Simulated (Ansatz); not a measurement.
# C2H5CdF: how energies converge with the basis set

Aim: see how fast density functionals converge with the basis set for C2H5CdF.

Method: one geometry, several basis sets; program: Ansatz 0.2.0, Gaussian basis.

The runs, in order: PBE0-D4/def2-SVP; ωB97M-V/def2-SVP; PBE0-D4/def2-QZVPP; ωB97M-V/def2-QZVPP; the functionals' def2-TZVPP values are taken from earlier runs.

## Step 1: The relaxed structure

An earlier PBE0-D4 in a triple-zeta def2 set relaxation fixed the geometry. Cd takes the def2 core potential; no spin-orbit term is included.

9 atoms, charge 0, spin multiplicity 1.

Atoms are counted from 1 here; the program's logs count them from 0.

Bond lengths: C1–C2 1.522 Å, C1–H5 1.092 Å, C1–H6 1.092 Å, C1–H7 1.095 Å, C2–Cd3 2.097 Å, C2–H8 1.092 Å, C2–H9 1.092 Å, Cd3–F4 1.950 Å. Angles: C2–C1–H5 112.2°, C2–C1–H6 112.2°, C2–C1–H7 110.8°, H5–C1–H6 107.3°, H5–C1–H7 107.1°, H6–C1–H7 107.1°, C1–C2–Cd3 114.8°, C1–C2–H8 111.1°, C1–C2–H9 111.1°, Cd3–C2–H8 106.4°, Cd3–C2–H9 106.4°, H8–C2–H9 106.7°, C2–Cd3–F4 179.9°.

## Step 2: PBE0-D4 in def2-SVP

The input, in.yaml:

```yaml
crystal:
  periodic: [false, false, false]
  atoms:
    - {symbol: C, position_ang: [-0.514322, 1.056236, -0.163880]}
    - {symbol: C, position_ang: [0.134016, -0.054938, 0.649747]}
    - {symbol: Cd, position_ang: [0.744493, -1.720649, -0.467602]}
    - {symbol: F, position_ang: [1.314001, -3.272341, -1.503022]}
    - {symbol: H, position_ang: [0.160247, 1.459270, -0.922527]}
    - {symbol: H, position_ang: [-1.416227, 0.717921, -0.678795]}
    - {symbol: H, position_ang: [-0.806975, 1.890991, 0.482274]}
    - {symbol: H, position_ang: [1.022392, 0.307997, 1.171835]}
    - {symbol: H, position_ang: [-0.549127, -0.430987, 1.414870]}
basis:
  gaussian: {orbitals: def2-SVP}
hamiltonian: {xc: pbe0, dispersion: d4}
output: {orbitals: {seedname: orbitals}}
```

Run with:

```sh
> ansatz run in.yaml --threads 4 --pin off --events-out ev --progress --plain --max-ram 10444MiB
```

The runs that follow: ωB97M-V in def2-SVP; PBE0-D4 in def2-QZVPP; ωB97M-V in def2-QZVPP.

Q: Predict the results of all the runs planned. Wanted: PBE0-D4: double and triple zeta above quadruple; ωB97M-V: double and triple zeta above quadruple.

The runs gave:

```
                                       quantity          value
PBE0-D4: double and triple zeta above quadruple  7.40, 0.41 eV
ωB97M-V: double and triple zeta above quadruple  7.69, 0.41 eV
```

For PBE0-D4 the step from double to triple zeta gains 6.99 eV and the next only 0.41 eV. These are total energies; as a rule much of such shifts cancels in differences, which this series doesn't test. The LUMO of ωB97M-V is positive and keeps falling with the basis (1.04 to 0.39 eV): an unbound level that the basis holds in place.
